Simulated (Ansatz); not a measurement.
Run this with the Python package of Ansatz (0.2.0) and show what comes out.

`dfpt_cd.py`
```python
# -*- coding: utf-8 -*-
from pathlib import Path
import logging
import sys
import warnings

import ansatz as az
import numpy as np

logging.basicConfig(stream=sys.stdout, format="%(name)s: %(message)s")
logger = logging.getLogger("ansatz_job")
logger.setLevel(logging.INFO)

CUTOFF_EV = 630
MIXING_BETA = 0.4
MAX_SCF = 150
EXTRA_BANDS = 6
FUNCTIONAL = "LDA"
SIGMA = 0.1
KGRID = (12, 12, 12)


def main():
    warnings.simplefilter("ignore", az.DeckWarning)

    xtal = (
        az.Lattice.of([0.0, 2.21814975, 2.21814975], [2.21814975, 0.0, 2.21814975], [2.21814975, 2.21814975, 0.0])
        .atom("Cd", [0.0, 0.0, 0.0])
    )

    setup = (
        xtal.calculation()
        .basis(CUTOFF_EV, density_ratio=4)
        .mixing("anderson", ndim=4, beta=MIXING_BETA)
        .scf(max_iterations=MAX_SCF, extra_bands=EXTRA_BANDS, lower_state_search="off")
        .functional(FUNCTIONAL)
        .occupations(az.OccupationsMethod.GAUSSIAN, width=SIGMA)
        .kpoints(*KGRID)
        .phonons("dfpt", points=[(0, 0, 0), (0.5, 0, 0)])
    )
    out = setup.run(threads=1, runs_dir="runs")
    ph = out.phonons

    for q in ph.qpoints:
        thz = np.asarray(q.omega_inv_cm) / 33.35641
        print("q = ({:.2f}, {:.2f}, {:.2f})".format(*q.q_frac), np.round(thz, 2) + 0.0, "THz")


if __name__ == "__main__":
    main()
```

```console
$ python dfpt_cd.py
q = (0.00, 0.00, 0.00) [0. 0. 0.] THz
q = (0.50, 0.00, 0.00) [1.07 1.07 3.36] THz
```

These settings explore the input space; cutoff and mesh may be short of convergence. The cell isn't relaxed first, so the values belong to this volume. For a metal this k-point mesh is coarse: on a finer one energies can move by several to tens of meV an atom and pressures by half a GPa or more, differences at one mesh by less. This isn't the structure that Cd takes at ambient conditions. The structure is taken as given; imaginary modes can come from an unrelaxed or unstable start. Phonons of metals also depend on mesh and smearing. The whole script took 47 s on 1 thread of Arm Neoverse V1, on a shared host, peak memory 0.9 GiB.

(A comment or docstring line of the script was reworded after the run, the code is as it ran; lines on the test bed's own set-up are left out of the output.)
